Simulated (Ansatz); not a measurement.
**Si3Ge2H10: how energies converge with the basis set**

Aim: see how fast density functionals converge with the basis set for Si3Ge2H10.

Method: one geometry, several basis sets; program: Ansatz 0.2.0, Gaussian basis.

The runs, in order: PBE0-D4/def2-SVP; ωB97M-V/def2-SVP; PBE0-D4/def2-QZVPP; ωB97M-V/def2-QZVPP; the functionals' def2-TZVPP values are taken from earlier runs.

## 1. The geometry

All runs share one geometry, relaxed beforehand with PBE0-D4 in a triple-zeta def2 set.

SMILES `[SiH2]1[SiH2][GeH2][GeH2][SiH2]1`, 15 atoms, charge 0, spin multiplicity 1.

Atoms are counted from 1 here; the program's logs count them from 0.

Bond lengths: Si1–Si2 2.341 Å, Si1–Si5 2.341 Å, Si1–H6 1.491 Å, Si1–H7 1.489 Å, Si2–Ge3 2.390 Å, Si2–H8 1.488 Å, Si2–H9 1.490 Å, Ge3–Ge4 2.443 Å, Ge3–H10 1.539 Å, Ge3–H11 1.540 Å, Ge4–Si5 2.390 Å, Ge4–H12 1.539 Å, Ge4–H13 1.540 Å, Si5–H14 1.488 Å, Si5–H15 1.490 Å. Angles: Si2–Si1–Si5 102.8°, Si2–Si1–H6 108.8°, Si2–Si1–H7 113.7°, Si5–Si1–H6 108.8°, Si5–Si1–H7 113.6°, H6–Si1–H7 108.8°, Si1–Si2–Ge3 103.5°, Si1–Si2–H8 113.8°, Si1–Si2–H9 109.0°, Ge3–Si2–H8 112.9°, Ge3–Si2–H9 108.8°, H8–Si2–H9 108.7°, Si2–Ge3–Ge4 104.7°, Si2–Ge3–H10 112.3°, Si2–Ge3–H11 110.3°, Ge4–Ge3–H10 111.8°, Ge4–Ge3–H11 109.6°, H10–Ge3–H11 108.2° and more.

## 2. PBE0-D4 in def2-SVP

The input, in.yaml:

```yaml
crystal:
  periodic: [false, false, false]
  atoms:
    - {symbol: Si, position_ang: [-1.002263, 1.554613, 0.650618]}
    - {symbol: Si, position_ang: [-0.080888, -0.142243, 1.973739]}
    - {symbol: Ge, position_ang: [1.564417, -1.128149, 0.548668]}
    - {symbol: Ge, position_ang: [0.739894, -0.729099, -1.715900]}
    - {symbol: Si, position_ang: [-1.289611, 0.498619, -1.418759]}
    - {symbol: H, position_ang: [0.003282, 2.645119, 0.499400]}
    - {symbol: H, position_ang: [-2.257075, 2.132020, 1.205580]}
    - {symbol: H, position_ang: [0.485261, 0.342322, 3.261884]}
    - {symbol: H, position_ang: [-1.134048, -1.155178, 2.264985]}
    - {symbol: H, position_ang: [1.755821, -2.628924, 0.829775]}
    - {symbol: H, position_ang: [2.922552, -0.426435, 0.733695]}
    - {symbol: H, position_ang: [0.510879, -2.047343, -2.476190]}
    - {symbol: H, position_ang: [1.766460, 0.107392, -2.501550]}
    - {symbol: H, position_ang: [-1.561827, 1.440687, -2.538209]}
    - {symbol: H, position_ang: [-2.422854, -0.463410, -1.317725]}
basis:
  gaussian: {orbitals: def2-SVP}
hamiltonian: {xc: pbe0, dispersion: d4}
output: {orbitals: {seedname: orbitals}}
```

Further steps of the session: ωB97M-V in def2-SVP; PBE0-D4 in def2-QZVPP; ωB97M-V in def2-QZVPP.

Q: Predict the results of all the runs planned. Wanted: PBE0-D4: double and triple zeta above quadruple; ωB97M-V: double and triple zeta above quadruple.

**Answer**, as computed:

| quantity | value |
| --- | --- |
| PBE0-D4: double and triple zeta above quadruple | 25.71, 3.21 eV |
| ωB97M-V: double and triple zeta above quadruple | 25.65, 3.11 eV |

PBE0-D4 gains 22.49 eV from double to triple zeta, then 3.21 eV more. These are total energies; as a rule much of such shifts cancels in differences, which this series doesn't test.
